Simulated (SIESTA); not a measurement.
Runs of SIESTA 5.4.2 on Nb. The cell holds a slab with vacuum, 7 atoms: a = 3.328 Å, b = 3.328 Å, c = 24.984 Å, α = 90.00°, β = 90.00°, γ = 90.00°. The slab is cut from a database's or a generator's crystal, which needn't be the stable form of the element.

| potentials or basis | gap on the mesh (eV) | largest force (eV/Å) |
| --- | --- | --- |
| PseudoDojo 0.4 standard (PBE files), DZP (energy shift 0.003 Ry; two zetas on semicore shells) | none | 1.17 |
| PseudoDojo 0.4 standard (PBE files), DZ (energy shift 0.003 Ry; two zetas on semicore shells) | none | 1.25 |
| PseudoDojo 0.4 standard (PBE files), TZP (energy shift 0.003 Ry; two zetas on semicore shells) | none | 1.25 |
| PseudoDojo 0.4 standard (PBE files), SZ (energy shift 0.003 Ry) | none | (a) |
| PseudoDojo 0.4 standard (PBE files), SZP (energy shift 0.003 Ry) | none | 1.12 |

Alike in all rows: task band structure; level PBE; no spin polarisation; cell as given; k mesh 6 × 6 × 1; smearing fermi-dirac 0.05 eV; grid cutoff 800 Ry; energy shift 0.003 Ry.

Question: Estimate the missing entries.

Answer: (a) 1.51.

Caveats: the basis of atomic orbitals isn't converged, which shifts pressures, moduli and gaps; the basis has no polarisation orbitals (some runs).

A k mesh can miss the band edges, and the runs leave out spin-orbit coupling on Nb.

A gap of «none» marks a metal or a gap under the smearing width.
